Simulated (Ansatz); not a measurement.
## C2H8NSi2, SMILES C=[C]N([SiH3])[SiH3]: a comparison of dispersion corrections

Program: Ansatz 0.2.0, Python API.

`disp.py`:
```python
"""Dispersion corrections for C2H8NSi2."""

import ansatz as az

BASIS_SET = "def2-SVP"


def main() -> None:
    mol = (
        az.Crystal.molecule()
        .atom("C", (-2.0869, 1.0817, 0.1424))
        .atom("C", (-0.7792, 1.2142, 0.3582))
        .atom("N", (0.1915, 0.19, 0.0958))
        .atom("Si", (1.9054, 0.5579, 0.4519))
        .atom("Si", (-0.1938, -1.4391, -0.5664))
        .atom("H", (-2.5184, 0.1737, -0.2542))
        .atom("H", (-2.7453, 1.9085, 0.3702))
        .atom("H", (2.0246, 1.9248, 0.9817))
        .atom("H", (2.4132, -0.3971, 1.4481))
        .atom("H", (2.6962, 0.4427, -0.7824))
        .atom("H", (1.0364, -2.2332, -0.7093))
        .atom("H", (-1.1134, -2.1321, 0.3478))
        .atom("H", (-0.8302, -1.292, -1.8836))
    )

    setup = mol.calculation().basis(gaussian=BASIS_SET).spin("collinear", total=1)
    for name in ["r2scan", "pbe0"]:
        for correction in ("d3bj", "d4"):
            data = setup.functional(name, dispersion=correction).run().report
            print(f"{name:8s} {correction:5s} total {data['free_energy_ev']:.5f} eV, of which dispersion {1000 * data['dispersion']['energy']['ev']:.2f} meV")


if __name__ == "__main__":
    main()
```

```console
$ python disp.py
DeckWarning: the engine holds no damping parameters fitted to this dispersion correction and functional, so the run takes those fitted to r2scan beside the three-body term, which d3bj leaves out (hamiltonian.dispersion, under Limitations)
r2scan   d3bj  total -19436.07616 eV, of which dispersion -95.74 meV
r2scan   d4    total -19436.06281 eV, of which dispersion -82.39 meV
pbe0     d3bj  total -19428.69156 eV, of which dispersion -292.20 meV
pbe0     d4    total -19428.67822 eV, of which dispersion -278.86 meV
```
(Warnings from the package without file and line.)

Caveats:
- These settings explore the input space; basis and method may be short of convergence.
- The geometry is a force-field or estimated start, not a minimum of this method, and the basis set is short of its limit. D4 holds the three-body term, and d3bj doesn't.
- The species is open-shell (spin multiplicity 2).
- A dispersion term here runs with damping parameters fitted for another variant or functional.
- Hardware and time: 50 s on 1 thread of Arm Neoverse V2 (shared host), peak memory 0.42 GiB.

(Lines on the test bed's own set-up are left out of the output.)
